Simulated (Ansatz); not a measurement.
# GaNH₃+ (triplet): from Hartree-Fock to the top rungs, cc-pVTZ

An exercise on one series of results from a longer session: the logs are not shown, and one member is left open.

Method: cc-pVTZ, core rule «outside noble gas», up to 15 orbitals frozen; program: Ansatz 0.2.0, Gaussian basis.

To be run: UHF; CCSD(T) on ROHF; CCSD(T) on UHF; BCCD(T) on ROHF; CCSDT(Q) on ROHF; CCSDT(Q) on UHF.

8 further runs of the same task are left out: 4 for a known fault of the program, 4 set aside as unsound or not needed.

## The geometry

The geometry is a PBE0/def2-TZVP stationary point (not a proven minimum) of the parent state, kept for this charge and spin. No spin-orbit coupling is included. The filled d shell of Ga may be among the frozen orbitals whatever the setting's name suggests; the logs give the count.

5 atoms, charge 1, spin multiplicity 3.

Atoms are counted from 1 here; the program's logs count them from 0.

Bond lengths: N1–Ga2 1.826 Å, N1–H3 1.008 Å, N1–H4 1.006 Å, Ga2–H5 1.594 Å. Angles: Ga2–N1–H3 123.9°, Ga2–N1–H4 124.2°, H3–N1–H4 111.9°, N1–Ga2–H5 116.9°.

The first run:

The input, in.yaml:

```yaml
crystal:
  periodic: [false, false, false]
  atoms:
    - {symbol: N, position_ang: [0.000000, -0.077978, 1.481722]}
    - {symbol: Ga, position_ang: [0.000000, 0.038326, -0.340129]}
    - {symbol: H, position_ang: [0.000000, -0.949104, 1.989085]}
    - {symbol: H, position_ang: [0.000000, 0.715757, 2.099370]}
    - {symbol: H, position_ang: [0.000000, -1.334192, -1.151029]}
basis:
  gaussian: {orbitals: cc-pVTZ}
total_charge: 1
magnetization: {spin_polarized: true, initial_magnetization: 2}
hamiltonian: {xc: hf}
output: {orbitals: {seedname: orbitals}}
```

Command:

```
ansatz run in.yaml --threads 1 --pin off --events-out ev --progress --plain --max-ram 4096MiB --backend cpu
```

Steps of the session up to this table: UHF; CCSD(T) on ROHF; CCSD(T) on UHF; BCCD(T) on ROHF; CCSDT(Q) on ROHF; CCSDT(Q) on UHF.

One table of the session follows, with a row left open; its other results are not shown here.

```
   method  from UCCSDT(Q) (meV)
     ROHF               +7093.0
      UHF               +6913.4
     RMP2                +940.8
     UMP2                +938.2
    RCCSD                +216.6
    UCCSD                +202.6
 RCCSD(T)                 +34.6
 UCCSD(T)                 +24.1
  BCCD(T)                 +34.0
   RCCSDT                     ?
   UCCSDT                  +5.8
RCCSDT(Q)                 +10.8
UCCSDT(Q)                     0
```

**Question.** Estimate the row for RCCSDT.

**Answer.** from UCCSDT(Q) (meV): +16.5. In the column «from UCCSDT(Q) (meV)» it lies between RCCSDT(Q) (+10.8) and UCCSD(T) (+24.1).

To keep in mind: Restricted and unrestricted rows rest on different reference determinants; where their highest levels disagree by more than a few hundredths of an eV, they describe different states and don't form one ladder.
